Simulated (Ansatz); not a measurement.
# C3H4F4O: how energies converge with the basis set

Aim: see how fast density functionals converge with the basis set for C3H4F4O.

Program: Ansatz 0.2.0, Gaussian basis. Level of theory: one geometry, several basis sets. These are calculated values, not measurements.

The runs, in order: PBE0-D4/def2-SVP; ωB97M-V/def2-SVP; PBE0-D4/def2-QZVPP; ωB97M-V/def2-QZVPP; the functionals' def2-TZVPP values are taken from earlier runs.

## Step 1: Structure used throughout

An earlier PBE0-D4 in a triple-zeta def2 set relaxation fixed the geometry.

SMILES `OC(C(F)F)C(F)F`, 12 atoms, charge 0, spin multiplicity 1.

Atoms are counted from 1 here; the program's logs count them from 0.

Bond lengths: O1–C2 1.394 Å, O1–H9 0.964 Å, C2–C3 1.521 Å, C2–C6 1.524 Å, C2–H10 1.094 Å, C3–F4 1.357 Å, C3–F5 1.355 Å, C3–H11 1.094 Å, C6–F7 1.352 Å, C6–F8 1.359 Å, C6–H12 1.093 Å. Angles: C2–O1–H9 108.1°, O1–C2–C3 110.6°, O1–C2–C6 112.3°, O1–C2–H10 107.6°, C3–C2–C6 112.1°, C3–C2–H10 106.9°, C6–C2–H10 107.0°, C2–C3–F4 109.8°, C2–C3–F5 110.8°, C2–C3–H11 111.4°, F4–C3–F5 107.6°, F4–C3–H11 108.9°, F5–C3–H11 108.2°, C2–C6–F7 109.6°, C2–C6–F8 109.5°, C2–C6–H12 113.2°, F7–C6–F8 107.2°, F7–C6–H12 108.7° and more.

## Step 2: PBE0-D4 in def2-SVP

in.yaml reads:

```yaml
crystal:
  periodic: [false, false, false]
  atoms:
    - {symbol: O, position_ang: [0.385336, 0.615353, -1.522227]}
    - {symbol: C, position_ang: [-0.331289, 0.203630, -0.399996]}
    - {symbol: C, position_ang: [-0.253069, -1.307071, -0.238779]}
    - {symbol: F, position_ang: [-1.046963, -1.702620, 0.788788]}
    - {symbol: F, position_ang: [1.013203, -1.694383, 0.048472]}
    - {symbol: C, position_ang: [0.098697, 0.938947, 0.863625]}
    - {symbol: F, position_ang: [-0.351606, 2.213117, 0.823586]}
    - {symbol: F, position_ang: [1.455212, 0.993323, 0.916069]}
    - {symbol: H, position_ang: [1.324040, 0.588960, -1.304732]}
    - {symbol: H, position_ang: [-1.383109, 0.450379, -0.571123]}
    - {symbol: H, position_ang: [-0.569131, -1.822417, -1.150266]}
    - {symbol: H, position_ang: [-0.264320, 0.467582, 1.780681]}
basis:
  gaussian: {orbitals: def2-SVP}
hamiltonian: {xc: pbe0, dispersion: d4}
output: {orbitals: {seedname: orbitals}}
```

The run is started by

```bash
$ ansatz run in.yaml --threads 4 --pin off --events-out ev --progress --plain --max-ram 11315MiB
```

The runs that follow: ωB97M-V in def2-SVP; PBE0-D4 in def2-QZVPP; ωB97M-V in def2-QZVPP.

Before running them: what should the planned runs give, taken together? Wanted: PBE0-D4: double and triple zeta above quadruple; ωB97M-V: double and triple zeta above quadruple.

The runs gave:

```
                                       quantity           value
PBE0-D4: double and triple zeta above quadruple  20.10, 0.82 eV
ωB97M-V: double and triple zeta above quadruple  20.52, 0.78 eV
```

**Reading.** PBE0-D4 gains 19.28 eV from double to triple zeta, then 0.82 eV more. These are total energies; as a rule much of such shifts cancels in differences, which this series doesn't test. The LUMO of ωB97M-V is positive and keeps falling with the basis (3.52 to 1.93 eV): an unbound level that the basis holds in place.
